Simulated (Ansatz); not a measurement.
# AlAsPd3: from a guess to a relaxed structure

Aim: relax a trial structure of AlAsPd3 and see where it ends.

Method: DFT PBE, scalar-relativistic, plane waves, PAW, in Ansatz 0.2.0.

2 further runs of the same task are left out: 1 that didn't finish, 1 set aside as unsound or not needed.

## Step 1: The system as given

It takes space group Pm-3m (No. 221, cubic). The conventional cell has a = 4.082 Å, b = 4.082 Å, c = 4.082 Å, α = 90.00°, β = 90.00°, γ = 90.00°. Al (site symmetry m-3m) is surrounded by 6 Pd at 2.04 Å. As (site symmetry m-3m) is surrounded by 12 Pd at 2.89 Å. Pd (site symmetry 4/mmm) has 2 Al at 2.04 Å and 4 As at 2.89 Å and 8 Pd at 2.89 Å as nearest neighbours.

Coordinates:

```
Al As Pd
1.0
     4.08209    0.00000    0.00000
     0.00000    4.08209    0.00000
     0.00000    0.00000    4.08209
Al As Pd
1 1 3
Direct
  0.50000 0.50000 0.50000
  0.00000 0.00000 0.00000
  0.00000 0.50000 0.50000
  0.50000 0.00000 0.50000
  0.50000 0.50000 0.00000
```

Recipe of the guess: species swapped into a database cell of KZnF3 (Pm-3m, No. 221), with As on the K sites, Al on the Zn sites and Pd on the F sites. Its size is a rough estimate.

## Step 2: The guess as it stands, on a coarse mesh

Contents of input.yaml:

```yaml
crystal:
  lattice:
    - [4.08209264, 0.0, 0.0]
    - [0.0, 4.08209264, 0.0]
    - [0.0, 0.0, 4.08209264]
  atoms:
    - { symbol: Al, position: [0.5, 0.5, 0.5] }
    - { symbol: As, position: [0.0, 0.0, 0.0] }
    - { symbol: Pd, position: [0.0, 0.5, 0.5] }
    - { symbol: Pd, position: [0.5, 0.0, 0.5] }
    - { symbol: Pd, position: [0.5, 0.5, 0.0] }
basis:
  ecutwfc: 420
kpoints:
  mp_grid: { grid: [4, 4, 4] }
hamiltonian:
  xc: pbe
scf:
  occupations: { method: gaussian, width: 0.1 }
  lower_state_search: "off"
output:
  forces: true
  stress: true
  eigenvalues: true
```

On the command line:

```console
$ ansatz run input.yaml --threads 1 --pin off --max-ram 2560MiB --backend cpu --events-out ev --progress --plain --runs-dir out
```

The session goes on with these runs: coarse relaxation; spin check on a coarse mesh; final relaxation.

What does the calculation give? Wanted: conventional cell; volume; energy over the elements; gap on the mesh.

The runs gave:

```
                              quantity                                                                      value
symmetry at the end (tolerance 0.05 Å)                                                space group Pm-3m (No. 221)
                     conventional cell  a = 4.565 Å, b = 4.565 Å, c = 4.565 Å, α = 90.00°, β = 90.00°, γ = 90.00°
                                volume                                                              19.02 Å³/atom
              energy over the elements                                                              +0.20 eV/atom
                       gap on the mesh                                                               none (metal)
```

The space group Pm-3m (No. 221) is kept, and the volume per atom grows by 39.8 % from the first guess. The formation energy is positive, so the separate elements lie lower. No finished test with a distortion of lower symmetry is shown, so the end may be a saddle point. Other magnetic orders were not searched.
